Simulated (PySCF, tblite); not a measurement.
# C6H5BrCl radical: geometry, infrared bands and EPR parameters

Aim: predict the infrared bands and EPR parameters of C6H5BrCl radical (`[C]#C[C@@H](Cl)[C@H](Br)C=C`).

Programs: tblite 0.8.0 and PySCF 2.14.0, with density-fitted response routines of our own. Each step states its level of theory. These are calculated values for one molecule in the gas phase, unless marked as measured. Atoms count from 0, in the outputs and in this text.

## 1. The molecule as given

13 atoms, charge 0, multiplicity 2; geometry from: force field or distance geometry start.

Bonds of the start (Å): C0–C1 1.56, C1–C2 1.45, C2–Cl3 1.81, C2–C4 1.55, C4–Br5 1.96, C4–C6 1.50, C6–C7 1.33, C2–H8 1.09, C4–H9 1.10, C6–H10 1.09, C7–H11 1.09, C7–H12 1.10.

## 2. Geometry optimisation with GFN2-xTB

What the job is given:

```
{"job": {"kind": "relax", "xc": "GFN2-xTB", "basis": "xTB"}, "charge": 0, "multiplicity": 2}
C      2.944200    -1.803600    -0.280000
C      2.024700    -0.550800    -0.421200
C      1.185900     0.633100    -0.522800
Cl     0.509500     0.681200    -2.202300
C      0.037100     0.682400     0.510500
Br     0.774500     1.042600     2.292000
C     -0.822200    -0.542900     0.633500
C     -2.130000    -0.572400     0.374900
H      1.803500     1.531300    -0.437300
H     -0.588700     1.566600     0.320000
H     -0.350600    -1.468600     0.974500
H     -2.683400     0.296600     0.032900
H     -2.708800    -1.495000     0.499900
```

Launch:

```
OMP_NUM_THREADS=1 python probes_run.py task.json out
```

This one command runs all jobs of the session in turn.

Log:

```text
step      E/eV     max force
  0    -645.05239    9.743
  1    -647.08879    8.707
  2    -642.44674   56.045
  3    -647.46128    5.989
  4    -647.61881    3.969
  5    -647.74842    2.359
  6    -647.77227    1.140
  7    -647.79195    0.453
  8    -647.80621    0.450
  9    -647.81020    0.308
 10    -647.81456    0.174
 11    -647.81745    0.235
 12    -647.82016    0.192
 13    -647.82224    0.137
 14    -647.82423    0.124
 15    -647.82607    0.144
 16    -647.82792    0.158
 17    -647.82979    0.139
 18    -647.83173    0.159
 19    -647.83363    0.129
 20    -647.83536    0.119
 21    -647.83693    0.124
 22    -647.83839    0.101
 23    -647.83973    0.108
 24    -647.84100    0.107
 25    -647.84216    0.102
 26    -647.84318    0.096
 27    -647.84401    0.086
 28    -647.84461    0.066
 29    -647.84503    0.061
 30    -647.84536    0.046
 31    -647.84562    0.055
 32    -647.84584    0.046
 33    -647.84602    0.038
 34    -647.84620    0.043
 35    -647.84636    0.040
 36    -647.84649    0.032
 37    -647.84660    0.034
 38    -647.84670    0.033
 39    -647.84683    0.041
 40    -647.84698    0.044
 41    -647.84711    0.034
 42    -647.84720    0.027
 43    -647.84726    0.018
 44    -647.84731    0.018
 45    -647.84735    0.031
 46    -647.84740    0.024
 47    -647.84745    0.023
 48    -647.84751    0.025
 49    -647.84760    0.041
 50    -647.84773    0.070
 51    -647.84789    0.060
 52    -647.84806    0.037
 53    -647.84823    0.044
 54    -647.84845    0.053
 55    -647.84870    0.078
 56    -647.84891    0.064
 57    -647.84905    0.042
 58    -647.84916    0.030
 59    -647.84925    0.031
 60    -647.84933    0.053
 61    -647.84939    0.022
 62    -647.84945    0.017
 63    -647.84950    0.035
 64    -647.84957    0.048
 65    -647.84965    0.049
 66    -647.84974    0.028
 67    -647.84981    0.020
 68    -647.84986    0.021
 69    -647.84989    0.019
 70    -647.84991    0.015
 71    -647.84994    0.013
 72    -647.84996    0.015
 73    -647.84998    0.015
 74    -647.85000    0.012
 75    -647.85001    0.009
```

Wall time 0.58 s (1 thread of Arm Neoverse V1, shared host).

Along the way: (not every step is listed) (the energy doesn't fall at every step)

```
step  energy from step 0 (eV)  largest force (eV/Å)
   0                   0.0000                9.7425
   1                  -2.0364                8.7073
   2                   2.6056               56.0453
   3                  -2.4089                5.9890
   4                  -2.5664                3.9689
   5                  -2.6960                2.3591
   6                  -2.7199                1.1404
   7                  -2.7396                0.4528
   8                  -2.7538                0.4498
  14                  -2.7718                0.1243
  20                  -2.7830                0.1185
  26                  -2.7908                0.0962
  32                  -2.7935                0.0459
  38                  -2.7943                0.0334
  44                  -2.7949                0.0185
  50                  -2.7953                0.0704
  56                  -2.7965                0.0636
  62                  -2.7971                0.0175
  68                  -2.7975                0.0210
  70                  -2.7975                0.0148
  71                  -2.7976                0.0135
  72                  -2.7976                0.0149
  73                  -2.7976                0.0149
  74                  -2.7976                0.0122
  75                  -2.7976                0.0094
```

Close pairs (by a distance rule), those that changed most:

```
  bond  before (Å)  after (Å)  change (Å)
 C0–C1       1.560      1.196      -0.364
 C2–C4       1.546      1.524      -0.022
C4–Br5       1.961      1.983      +0.021
C7–H12       1.096      1.075      -0.021
 C4–C6       1.502      1.487      -0.014
C2–Cl3       1.811      1.798      -0.014
 C6–C7       1.333      1.320      -0.013
C6–H10       1.093      1.081      -0.012
```

The end geometry stands in the next job.

## 3. Harmonic vibrations with GFN2-xTB

What the job is given:

```
{"job": {"kind": "ir", "xc": "GFN2-xTB", "basis": "xTB"}, "charge": 0, "multiplicity": 2}
C      2.692199    -1.525860    -0.047440
C      2.046408    -0.554364    -0.311055
C      1.179773     0.599909    -0.521512
Cl     0.462655     0.495267    -2.166676
C      0.039681     0.664895     0.487547
Br     0.844111     0.960624     2.275600
C     -0.793982    -0.566601     0.519450
C     -2.108145    -0.552291     0.395475
H      1.790741     1.507960    -0.496380
H     -0.568883     1.553423     0.303060
H     -0.244714    -1.487600     0.656167
H     -2.659180     0.364758     0.264224
H     -2.685053    -1.459634     0.416199
```

Log:

```text
mode    cm-1     km/mol
  1      51.3      1.23
  2      58.3      0.06
  3      99.6      1.58
  4     139.2      4.39
  5     169.4      1.94
  6     211.6      0.63
  7     228.1      2.39
  8     253.3      0.87
  9     343.4      6.47
 10     359.9      1.49
 11     505.0     14.11
 12     627.2      3.28
 13     685.2      2.90
 14     733.8      1.61
 15     858.5      7.60
 16     907.2      7.72
 17     933.9      8.38
 18    1015.1     19.74
 19    1047.4      3.97
 20    1118.3      2.76
 21    1146.0     22.84
 22    1167.7      4.24
 23    1198.9      3.24
 24    1246.0      7.52
 25    1287.4      2.02
 26    1405.5      4.42
 27    1701.8      2.45
 28    2284.6      7.60
 29    2915.3      3.28
 30    2953.7      6.66
 31    3083.7      3.27
 32    3104.7      8.75
 33    3143.8     12.79
```

Run time: 0.5 s. Hardware: 1 thread of Arm Neoverse V1, shared host.

The strongest bands and the atoms that carry them (share of the mass-weighted mode):

```
cm⁻¹  km/mol                                 atoms
 505    14.1   C4 30 %, H12 13 %, C2 13 %, C6 10 %
 858     7.6                      C2 30 %, C4 23 %
 907     7.7           H12 57 %, C7 20 %, H10 11 %
 934     8.4  H12 19 %, C2 17 %, H11 12 %, H9 10 %
1015    19.7                    H10 49 %, H11 40 %
1146    22.8    H8 45 %, C4 17 %, C2 16 %, H9 14 %
3105     8.8                    H11 76 %, H12 16 %
3144    12.8                    H12 77 %, H11 12 %
```

## 4. g tensor and hyperfine couplings: B3LYP/def2-TZVP-core+pcH-1

The job, as its differences from that of step 3:

```diff
@@ -1,2 +1,2 @@
-{"job": {"kind": "ir", "xc": "GFN2-xTB", "basis": "xTB"}, "charge": 0, "multiplicity": 2}
+{"job": {"kind": "epr", "basis": "pcH-1"}, "charge": 0, "multiplicity": 2}
 C      2.692199    -1.525860    -0.047440
```

Method: UKS B3LYP, def2-TZVP-core on Br, pcH-1 on C Cl H, non-relativistic, mean-field spin-orbit, GIAO.

Log:

```text
UKS, coarse grid
  cycle   1  E = -3265.53585729  |g| = 1.67e+00
  cycle   2  E = -3262.32761303  |g| = 1.98e+00
  cycle   3  E = -3263.86975121  |g| = 1.80e+00
  cycle   4  E = -3265.52509885  |g| = 5.64e-01
  cycle   5  E = -3265.71750215  |g| = 4.49e-01
  cycle   6  E = -3265.81178127  |g| = 2.11e-01
  cycle   7  E = -3265.83643749  |g| = 9.11e-02
  cycle   8  E = -3265.83865627  |g| = 8.91e-02
  cycle   9  E = -3265.84353783  |g| = 4.40e-02
  cycle  10  E = -3265.84495183  |g| = 2.90e-02
  cycle  11  E = -3265.84589012  |g| = 2.11e-02
  cycle  12  E = -3265.84653526  |g| = 1.79e-02
  cycle  13  E = -3265.84767601  |g| = 1.13e-02
  cycle  14  E = -3265.84881631  |g| = 1.48e-02
  cycle  15  E = -3265.84852020  |g| = 8.01e-03
  cycle  16  E = -3265.84918546  |g| = 1.53e-02
  cycle  17  E = -3265.84923177  |g| = 3.54e-03
  cycle  18  E = -3265.84936752  |g| = 6.38e-03
  cycle  19  E = -3265.84939594  |g| = 2.00e-03
  cycle  20  E = -3265.84942183  |g| = 1.26e-03
  cycle  21  E = -3265.84942274  |g| = 1.05e-03
  cycle  22  E = -3265.84942587  |g| = 8.70e-04
UKS, final grid
  cycle   1  E = -3265.84939517  |g| = 1.50e-03
  cycle   2  E = -3265.84938995  |g| = 3.74e-03
  cycle   3  E = -3265.84939702  |g| = 3.07e-04
  cycle   4  E = -3265.84939729  |g| = 2.57e-04
  cycle   5  E = -3265.84939801  |g| = 1.82e-04
  cycle   6  E = -3265.84939842  |g| = 1.57e-04
  cycle   7  E = -3265.84939873  |g| = 1.04e-04
  cycle   8  E = -3265.84939889  |g| = 6.95e-05
  cycle   9  E = -3265.84939896  |g| = 1.88e-05
  cycle  10  E = -3265.84939896  |g| = 7.20e-06
E = -3265.84939896 Eh   <S^2> = 0.7696 (exact 0.7500)
g shifts (ppm)      1          2          3
  rmc          -171       -171       -171
  gc             14         12         13
  oz_so        -144        668       1220
  total        -300        510       1063
hyperfine (MHz)  atom isotope    a_iso     a_fc   dipolar eigenvalues
    0   13C    1044.94    1045.07    -54.53    -52.64    107.17
    1   13C     191.84     191.89    -26.71    -23.66     50.37
    2   13C      14.99      14.95     -2.84     -2.35      5.19
    3  35Cl      -3.50      -3.53     -3.29      0.35      2.94
    4   13C      -6.49      -6.50     -0.87      0.11      0.76
    5  79Br      -2.17      -2.39     -1.23      0.02      1.21
    6   13C      -0.31      -0.31     -0.30     -0.22      0.52
    7   13C      -0.04      -0.04     -0.17     -0.11      0.27
    8    1H      -7.68      -7.69     -1.96     -0.68      2.64
    9    1H      -0.23      -0.23     -0.61     -0.46      1.07
   10    1H       0.05       0.05     -2.32     -2.04      4.36
   11    1H      -0.19      -0.19     -0.34     -0.32      0.67
   12    1H      -0.09      -0.09     -0.44     -0.41      0.85
```

Wall time 4.7 min (1 thread of Arm Neoverse V1, shared host); peak memory 1.4 GiB.

Principal g values 2.00202, 2.00283, 2.00338; g(iso) = 2.00274, against 2.00232 for a free electron.

Hyperfine couplings, nucleus by nucleus at this fixed geometry (no averaging over rotations):

```
nuclei  isotope  a(iso) (MHz)  a(iso) (G, at g = 2.0023)  largest dipolar term (MHz)
    C0      13C        1044.9                      372.9                       107.2
    C1      13C         191.8                       68.5                        50.4
    C2      13C          15.0                        5.3                         5.2
    H8       1H          -7.7                       -2.7                         2.6
    C4      13C          -6.5                       -2.3                        -0.9
   Cl3     35Cl          -3.5                       -1.2                        -3.3
   Br5     79Br          -2.2                       -0.8                        -1.2
    C6      13C          -0.3                       -0.1                         0.5
    H9       1H          -0.2                       -0.1                         1.1
   H11       1H          -0.2                       -0.1                         0.7
   H12       1H          -0.1                        0.0                         0.8
   H10       1H           0.0                        0.0                         4.4
    C7      13C           0.0                        0.0                         0.3
```

Mulliken spin populations:

C0 1.17; C1 -0.19; C2 0.03; Cl3 0.00; C4 0.00; Br5 0.00; C6 0.00; C7 0.00; H8 0.00; H9 0.00; H10 0.00; H11 0.00; H12 0.00

In first order the couplings over 0.8 MHz of 1H, 35Cl, 79Br give 32 distinct lines over 8.8 G.

Orbitals, density, ELF and potential are computed afterwards from the orbital file.

ELF in a plane through or near 7 of the atoms.

Ten even steps from '0' (0.00) to '9' (1.00):
```
0000000000000000000000000000
0000000000000000000000000000
0000000000000000000000000000
0000000000000011000000000000
0000000000000488600000000000
0000002684001899910010000000
0000008999303999910688400000
0000006999545799602999710000
0000001377588316204999600000
0000000034488378555786200000
0000135667622472487265310000
0001357743610163267689840000
0001468876620499942699960000
0001577338720599940389950000
0002688437720199920024300000
0001589998620036400000000000
0000368887510000000000000000
0000025654200000000000000000
0000000000000000000000000000
0000000000000000000000000000
```
The map spans 10.9 Å across and 9.0 Å up, centred on the molecule. Atoms in the plane (x, y in Å): C0 (-2.4, -1.9), C1 (-2.0, -0.8), C4 (-0.1, 0.6), C6 (0.9, -0.5), C7 (2.2, -0.2), H9 (0.4, 1.6), H10 (0.5, -1.5).

On the surface of density 0.002 e/bohr³ the electrostatic potential runs, from the 1st to the 99th percentile, from -0.61 V near C0 to 1.32 V near H8.

The spin density lies nearest to C0 83 %; C1 13 % (beta excess).

## 5. What came out

| quantity | value |
| --- | --- |
| strongest single infrared mode (GFN2-xTB) | 1146 cm⁻¹, 23 km/mol |
| zero-point energy (GFN2-xTB) | 52.9 kcal/mol |
| g(iso) (B3LYP) | 2.00274 |
| ⟨S²⟩ | 0.770 (exact 0.75) |
| largest a(iso) | 13C on C0, 1044.9 MHz |
| surface potential, 1st and 99th percentile | -0.61 V and 1.32 V |

What this shows: The optimisation took 75 steps and gained 2.798 eV; among the close pairs (by a distance rule), C0–C1 changed most, from 1.560 to 1.196 Å. All 33 modes are real, so the xTB geometry is a minimum. The strongest single mode, at 1146 cm⁻¹, has its largest shares on H8, C4, C2 and H9 (the list is cut at 4 atoms). GFN2-xTB is a fitted tight-binding method: band positions and strengths are rough. Its intensities can rank the bands wrongly. Most of the unpaired spin sits on C0 (1.17 e). The isotropic g lies 0.4 ppt above the free-electron value. The hyperfine terms hold no scalar relativity, which the heavier nuclei need.
